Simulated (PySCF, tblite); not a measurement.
**C5H9NSeSi: geometry, infrared bands and NMR shifts**

What infrared bands and NMR shifts should C5H9NSeSi (`C=CC[C@H](C#N)[Se][SiH3]`) show?

Programs: tblite 0.8.0 and PySCF 2.14.0, with density-fitted response routines of our own. Each step states its level of theory. These are calculated values for one molecule in the gas phase, unless marked as measured. Atoms count from 0, in the outputs and in this text.

## Step 1: The molecule as given

17 atoms, charge 0, multiplicity 1; geometry from: force field or distance geometry start.

Bonds of the start (Å): C0–C1 1.33, C1–C2 1.49, C2–C3 1.51, C3–C4 1.49, C4–N5 1.15, C3–Se6 1.94, Se6–Si7 2.29, C0–H8 1.09, C0–H9 1.09, C1–H10 1.11, C2–H11 1.11, C2–H12 1.11, C3–H13 1.10, Si7–H14 1.49, Si7–H15 1.49, Si7–H16 1.46.

## Step 2: Geometry optimisation with GFN2-xTB

Job settings and geometry (Å):

```
{"job": {"kind": "relax", "xc": "GFN2-xTB", "basis": "xTB"}, "charge": 0, "multiplicity": 1}
C     -2.688000     0.556800     0.602500
C     -1.676500    -0.309500     0.608700
C     -0.372200     0.120900     0.033400
C      0.067700    -0.730800    -1.129700
C      0.249400    -2.143000    -0.684500
N      0.378200    -3.246200    -0.368200
Se     1.797600    -0.039700    -1.681900
Si     2.645200     1.030600     0.160900
H     -3.660300     0.302500     1.016500
H     -2.499200     1.531200     0.158800
H     -1.798100    -1.315400     1.051200
H     -0.538500     1.148100    -0.363700
H      0.428200     0.161000     0.806900
H     -0.650500    -0.745000    -1.964800
H      1.553800     1.869400     0.730800
H      2.934200    -0.009200     1.183100
H      3.822100     1.830400    -0.170000
```

On the command line:

```bash
OMP_NUM_THREADS=1 python probes_run.py task.json out
```

One launch serves the whole session: the jobs run in the order shown.

**Question.** This job is followed by: GFN2-xTB harmonic vibrations, gas phase; GIAO PBE0/pcSseg-1 NMR shielding, non-relativistic, gas phase. What will the session give for the following? strongest single infrared mode (GFN2-xTB); zero-point energy (GFN2-xTB); 13C shifts against TMS (PBE0/pcSseg-1); 1H shifts against TMS (PBE0/pcSseg-1, means over atoms taken as alike); 15N shifts against NH3 (PBE0/pcSseg-1); 77Se shifts against Me2Se (PBE0/pcSseg-1); 29Si shifts against TMS (PBE0/pcSseg-1).

The runs gave:

| quantity | value |
| --- | --- |
| strongest single infrared mode (GFN2-xTB) | 759 cm⁻¹, 528 km/mol |
| zero-point energy (GFN2-xTB) | 75.0 kcal/mol |
| 13C shifts against TMS (PBE0/pcSseg-1) | 143.9, 125.4, 123.8, 48.0, 29.7 ppm |
| 1H shifts against TMS (PBE0/pcSseg-1, means over atoms taken as alike) | 6.36, 5.57, 5.52, 4.84, 2.93, 2.74, 2.57 ppm |
| 15N shifts against NH3 (PBE0/pcSseg-1) | 307.2 ppm |
| 77Se shifts against Me2Se (PBE0/pcSseg-1) | 50 ppm |
| 29Si shifts against TMS (PBE0/pcSseg-1) | -67.0 ppm |

In words: Relaxing lowered the energy by 0.557 eV in 124 steps; the close pair that moved most is C3–Se6, from 1.943 to 2.015 Å. All 45 modes are real, so the xTB geometry is a minimum. The strongest single mode, at 759 cm⁻¹, has its largest shares on H14, H16 and H15 (the list is cut at 3 atoms). GFN2-xTB is a fitted tight-binding method: band positions and strengths are rough. Its intensities can rank the bands wrongly. C1 (alkene CH) lies farthest downfield among carbon, at 143.9 ppm; an sp2 carbon of a C=C bond. The most deshielded hydrogen is H10 (hydrogen on an alkene CH), at 6.36 ppm: attached to an sp2 carbon and in the plane of the double bond. At PBE0/pcSseg-1: The widest tensor belongs to Se6: span 1589 ppm, with a paramagnetic part of -1292 ppm. Spin-orbit coupling is left out, which matters for shieldings and couplings at and beside the heavy atoms.
